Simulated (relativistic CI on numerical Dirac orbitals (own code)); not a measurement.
# Ions with 31 electrons, Ce²⁷⁺ to Gd³³⁺: levels along an isoelectronic sequence

Aim: follow the lowest levels of 31-electron ions as the nuclear charge grows, with one list of configurations.

The numbers are computed with relativistic CI on numerical Dirac orbitals (own code) version 4 (Dirac-Coulomb-Breit CI, KLI orbitals optimised for each configuration, model QED (radiative potential, 1s self-energy scaled to tabulated hydrogen-like ionisation energies)), except any that are marked as measured or tabulated.

## (1) What is computed

| Quantity | Value |
| --- | --- |
| electrons | 31 |
| ions | Ce²⁷⁺, Pr²⁸⁺, Nd²⁹⁺, Pm³⁰⁺, Sm³¹⁺, Eu³²⁺, Gd³³⁺ |
| configurations | [Ar] 3d10 4s2 4p; [Ar] 3d10 4s 4p2; [Ar] 3d10 4p3; [Ar] 3d10 4s2 4d; [Ar] 3d10 4s 4p 4d; [Ar] 3d10 4s2 4f; [Ar] 3d10 4p 4d2; [Ar] 3d10 4d3; [Ar] 3d10 4d2 4f |

## (2) Ce²⁷⁺ (Z = 58)

Settings, as recorded:

```ini
atom Ce  Z=58  charge=27  electrons=31
nucleus A=140  rms_radius_fm=4.8771
hamiltonian dirac-coulomb  breit=on  qed=on  c_scale=1
orbitals kli  potential=per-configuration
slater_scale 1
correlation none
mixing on
configurations
  [Ar] 3d10 4s2 4p
  [Ar] 3d10 4s 4p2
  [Ar] 3d10 4p3
  [Ar] 3d10 4s2 4d
  [Ar] 3d10 4s 4p 4d
  [Ar] 3d10 4s2 4f
  [Ar] 3d10 4p 4d2
  [Ar] 3d10 4d3
  [Ar] 3d10 4d2 4f
end
```

On the command line:

```bash
python run_levels.py task.json out
```

One command runs all members of the session, one after another, from task.json.

## (3) Pr²⁸⁺ (Z = 59)

Settings: those of step 2 with these lines changed.

```diff
@@ -1,3 +1,3 @@
-atom Ce  Z=58  charge=27  electrons=31
-nucleus A=140  rms_radius_fm=4.8771
+atom Pr  Z=59  charge=28  electrons=31
+nucleus A=141  rms_radius_fm=4.8919
 hamiltonian dirac-coulomb  breit=on  qed=on  c_scale=1
```

## (4) Nd²⁹⁺ (Z = 60)

Settings: those of step 3 with these lines changed.

```diff
@@ -1,3 +1,3 @@
-atom Pr  Z=59  charge=28  electrons=31
-nucleus A=141  rms_radius_fm=4.8919
+atom Nd  Z=60  charge=29  electrons=31
+nucleus A=142  rms_radius_fm=4.9123
 hamiltonian dirac-coulomb  breit=on  qed=on  c_scale=1
```

## (5) Pm³⁰⁺ (Z = 61)

Settings: those of step 4 with these lines changed.

```diff
@@ -1,3 +1,3 @@
-atom Nd  Z=60  charge=29  electrons=31
-nucleus A=142  rms_radius_fm=4.9123
+atom Pm  Z=61  charge=30  electrons=31
+nucleus A=145  rms_radius_fm=4.9620
 hamiltonian dirac-coulomb  breit=on  qed=on  c_scale=1
```

## (6) Sm³¹⁺ (Z = 62)

Settings: those of step 5 with these lines changed.

```diff
@@ -1,3 +1,3 @@
-atom Pm  Z=61  charge=30  electrons=31
-nucleus A=145  rms_radius_fm=4.9620
+atom Sm  Z=62  charge=31  electrons=31
+nucleus A=152  rms_radius_fm=5.0819
 hamiltonian dirac-coulomb  breit=on  qed=on  c_scale=1
```

## (7) Eu³²⁺ (Z = 63)

Settings: those of step 6 with these lines changed.

```diff
@@ -1,3 +1,3 @@
-atom Sm  Z=62  charge=31  electrons=31
-nucleus A=152  rms_radius_fm=5.0819
+atom Eu  Z=63  charge=32  electrons=31
+nucleus A=153  rms_radius_fm=5.1115
 hamiltonian dirac-coulomb  breit=on  qed=on  c_scale=1
```

## (8) Gd³³⁺ (Z = 64)

Settings: those of step 7 with these lines changed.

```diff
@@ -1,3 +1,3 @@
-atom Eu  Z=63  charge=32  electrons=31
-nucleus A=153  rms_radius_fm=5.1115
+atom Gd  Z=64  charge=33  electrons=31
+nucleus A=158  rms_radius_fm=5.1569
 hamiltonian dirac-coulomb  breit=on  qed=on  c_scale=1
```

(Steps that only read results are left out.)

Before running it: what results should come out? Wanted: lowest level, first ion; lowest level, last ion; changes of the lowest level; interval 2P°1/2 to 2P°3/2; mean jj purity of the low levels.

The runs gave:

```
                        quantity                  value
         lowest level, first ion              4p 2P°1/2
          lowest level, last ion              4p 2P°1/2
     changes of the lowest level                   none
       interval 2P°1/2 to 2P°3/2  208600 to 360500 cm⁻¹
mean jj purity of the low levels             92 to 95 %
```

What this shows: The lowest level stays 4p 2P°1/2 throughout. Over these ions the splitting within 4p 2P° follows Z^5.6, steeper than the fourth power of a bare nucleus, since the screened charge grows faster than Z. Only the listed configurations are in the model.
